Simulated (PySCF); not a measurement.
# CH7NSn (SMILES C[NH][SnH3]): levels of theory compared

Aim: a comparison of 6 runs (HF/3-21G, SVWN5/def2-SVP, r2SCAN/def2-SVP, wB97M-V/def2-SVP, wB97X/def2-SVP, CCSD(T)/def2-SVP) of CH7NSn. The job is set up through a Python script.

Program for the calculation: PySCF 2.14.0.

1 further run of the same task is left out (set aside as unsound or not needed).

## (1) Starting point

The species is CH7NSn (10 atoms), meant as a singlet with charge 0. As SMILES, `C[NH][SnH3]`. Geometry: relaxed at PBE0-D4/def2-TZVP.

Bond lengths: C1–N2 1.451 Å, N2–Sn3 2.028 Å, C1–H4 1.095 Å, C1–H5 1.094 Å, C1–H6 1.101 Å, N2–H7 1.011 Å, Sn3–H8 1.705 Å, Sn3–H9 1.706 Å, Sn3–H10 1.718 Å. Some angles: C1–N2–Sn3 118.3°, C1–N2–H7 111.0°, Sn3–N2–H7 112.3°, N2–C1–H4 110.3°, N2–C1–H5 109.7°, N2–C1–H6 115.2°, N2–Sn3–H8 106.4°, N2–Sn3–H9 105.8°, N2–Sn3–H10 112.2°, H4–C1–H5 106.6°.

## (2) The energy at HF/3-21G (run 1)

run.py reads:

```python
from pyscf import gto

mol = gto.M(
    atom=[
    ('C', (-0.898400, 0.758000, -0.879200)),
    ('N', (-0.343000, -0.532900, -0.516500)),
    ('Sn', (0.897300, -0.629400, 1.085100)),
    ('H', (-1.664200, 0.637600, -1.652700)),
    ('H', (-1.396800, 1.201100, -0.011700)),
    ('H', (-0.168200, 1.494600, -1.247500)),
    ('H', (0.037300, -1.004000, -1.326200)),
    ('H', (1.451700, -2.239000, 1.169900)),
    ('H', (-0.052600, -0.195500, 2.433700)),
    ('H', (2.220200, 0.458400, 0.948000)),
],
    charge=0,
    spin=0,
    basis='3-21g',
    verbose=3,
    max_memory=1860,
)

mf = mol.RHF()
mf.conv_tol = 1e-10
mf.kernel()
if not mf.converged:
    mf = mf.newton().run(mf.mo_coeff, mf.mo_occ)

e_final = mf.e_tot
print('Final energy', e_final)
```

Started as:

```console
$ OMP_NUM_THREADS=1 python run.py
```

What it wrote:

```text
converged SCF energy = -6092.09991925216
Final energy -6092.099919252164
```

Wall time 0.97 s (1 thread of Intel Xeon at 2.70GHz, shared host); peak memory 0.13 GiB.

## (3) The energy at SVWN5/def2-SVP (core potential) (run 2)

input.py reads:

```python
from pyscf import gto, dft

system = gto.Mole()
system.atom = [
    ('C', (-0.898400, 0.758000, -0.879200)),
    ('N', (-0.343000, -0.532900, -0.516500)),
    ('Sn', (0.897300, -0.629400, 1.085100)),
    ('H', (-1.664200, 0.637600, -1.652700)),
    ('H', (-1.396800, 1.201100, -0.011700)),
    ('H', (-0.168200, 1.494600, -1.247500)),
    ('H', (0.037300, -1.004000, -1.326200)),
    ('H', (1.451700, -2.239000, 1.169900)),
    ('H', (-0.052600, -0.195500, 2.433700)),
    ('H', (2.220200, 0.458400, 0.948000)),
]
system.ecp = {'Sn': 'def2-svp'}
system.verbose = 4
system.basis = 'def2-svp'
system.max_memory = 1860
system.build()

calc0 = dft.RKS(system)
calc0.xc = 'svwn'
calc0.grids.level = 5
calc0.conv_tol = 1e-10
calc0.kernel()
if not calc0.converged:
    calc0 = calc0.newton().run(calc0.mo_coeff, calc0.mo_occ)

etot = calc0.e_tot
print('Final energy', etot)
```

Started as:

```console
$ OMP_NUM_THREADS=1 python input.py
```

What it wrote:

```text
PySCF version 2.14.0

[... 84 lines left out ...]
converged SCF energy = -310.046550092986
Final energy -310.0465500929863
```

Wall time 12 s (1 thread of Intel Xeon at 2.70GHz, shared host); peak memory 0.3 GiB.

Runs 3 to 5 aren't shown in full; the table further down has their settings and results.

## (4) A single-point energy at CCSD(T)/def2-SVP (core potential) (run 6)

job.py reads:

```python
from pyscf import gto, scf, cc

mol = gto.M(
    atom='''
C     -0.898400     0.758000    -0.879200
N     -0.343000    -0.532900    -0.516500
Sn     0.897300    -0.629400     1.085100
H     -1.664200     0.637600    -1.652700
H     -1.396800     1.201100    -0.011700
H     -0.168200     1.494600    -1.247500
H      0.037300    -1.004000    -1.326200
H      1.451700    -2.239000     1.169900
H     -0.052600    -0.195500     2.433700
H      2.220200     0.458400     0.948000
''',
    ecp={'Sn': 'def2-svp'},
    verbose=3,
    max_memory=1860,
    charge=0,
    basis='def2-svp',
)

mf = scf.RHF(mol)
mf.conv_tol = 1e-10
mf.kernel()
if not mf.converged:
    mf = mf.newton().run(mf.mo_coeff, mf.mo_occ)

mycc = cc.CCSD(mf, frozen=6)
mycc.kernel()
e_t = mycc.ccsd_t()
energy = mycc.e_tot + e_t
print('Final energy', energy)
```

Started as:

```console
$ OMP_NUM_THREADS=1 python job.py
```

What it wrote:

```text
converged SCF energy = -309.623614715988
E(CCSD) = -310.1111984620398  E_corr = -0.4875837460521752
CCSD(T) correction = -0.0131742211283008
Final energy -310.1243726831681
```

Run time: 32 s. Hardware: 1 thread of Intel Xeon at 2.70GHz, shared host; peak memory 0.52 GiB.

## (5) The series

```
run                              level  core potential  integration grid   energy (Eh)  dipole moment (D) of the reference  HOMO energy (eV)  LUMO energy (eV)  wall time
  1                           HF/3-21G               –                 –  -6092.099919                                1.19             -9.48              3.53     0.97 s
  2    SVWN5/def2-SVP (core potential)        def2-svp                 5   -310.046550                                0.84             -4.97             -0.65       12 s
  3   r2SCAN/def2-SVP (core potential)        def2-svp                 5   -311.265219                                0.82             -5.19             -0.06       33 s
  4  wB97M-V/def2-SVP (core potential)        def2-svp                 5   -311.132687                                0.83             -8.61              2.07    1.7 min
  5    wB97X/def2-SVP (core potential)        def2-svp                 5   -311.266827                                0.86             -8.70              2.32       26 s
  6  CCSD(T)/def2-SVP (core potential)        def2-svp                 –   -310.124373                                0.93             -9.80              3.22       32 s
```

## (6) Outcome

| quantity | value |
| --- | --- |
| run 6: total energy | -310.12437 Eh |
| run 6: dipole moment (Hartree–Fock density) | 0.93 D |
| run 6: HOMO energy (Hartree–Fock orbitals) | -9.80 eV |
| run 6: LUMO energy (Hartree–Fock orbitals) | 3.22 eV |
| run 6: HOMO–LUMO gap (Hartree–Fock orbitals) | 13.02 eV |
| run 6: correlation energy (6 core orbitals frozen) | -500.8 mEh |
| run 6: (T) correction | -13.17 mEh |
| run 6: T1 diagnostic | 0.010 |

In words: Over runs 1, 2, 3, 4, 5 the dipole moment (its size) runs from 0.82 D (r2SCAN/def2-SVP) to 1.19 D (HF/3-21G). The two ends differ in method and basis and core potential. Over runs 1, 2, 3, 4, 5 the HOMO–LUMO gap runs from 4.32 eV (SVWN5/def2-SVP) to 13.01 eV (HF/3-21G). Totals of different functionals can't be ranked against each other. Some runs of one species differ in core potentials or relativity; totals across that change don't compare. In run 1 relativity is left out where basis or elements ask for it. All runs together took 3.4 min, the longest 1.7 min.
